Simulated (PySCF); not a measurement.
# C2H8AlN (AlH2(NMe2)): the cost of one run

Computed with PySCF 2.14.0, with density-fitted response routines of our own, on a single molecule in the gas phase. Atoms count from 0, in the outputs and in this text.

**1. The starting structure**

12 atoms, charge 0, multiplicity 1; geometry from: GFN2-xTB. The atoms were then displaced at random by about 0.03 Å, so the start is not that level's minimum.

Bonds of the start (Å): Al0–H1 1.47, Al0–H2 1.67, Al0–N3 1.70, N3–C4 1.50, N3–C5 1.48, C4–H6 1.06, C4–H7 1.14, C4–H8 1.08, C5–H9 1.05, C5–H10 1.11, C5–H11 1.06.

**2. Geometry optimisation at PBE0-D3(BJ)/def2-SVP**

The job: settings as JSON, then the geometry in Å.

```
{"job": {"xc": "PBE0", "basis": "def2-SVP", "d3": "d3bj", "grid": 1, "maxiter": 40, "shake": 0.03, "kind": "geom"}, "charge": 0, "multiplicity": 1}
Al     0.997260     1.544830     0.019410
H      2.461470     1.638320     0.039730
H      0.126790     2.963830    -0.039100
N      0.138910     0.072440    -0.019070
C     -0.501170    -0.597720     1.155500
C     -0.270130    -0.710480    -1.203750
H     -1.551270    -0.700760     1.125310
H     -0.212080     0.057380     2.039730
H     -0.056510    -1.553190     1.391810
H      0.148630    -0.228540    -2.040910
H      0.155190    -1.734360    -1.100930
H     -1.321610    -0.834500    -1.316730
```

Run with:

```console
OMP_NUM_THREADS=1 python probes_run.py task.json out
```

One launch serves the whole session: the jobs run in the order shown.

**Question.** How long does this first job take on 1 thread of AMD EPYC, shared host, and how much memory does it need?

About 89 s, with a peak of 0.39 GiB.
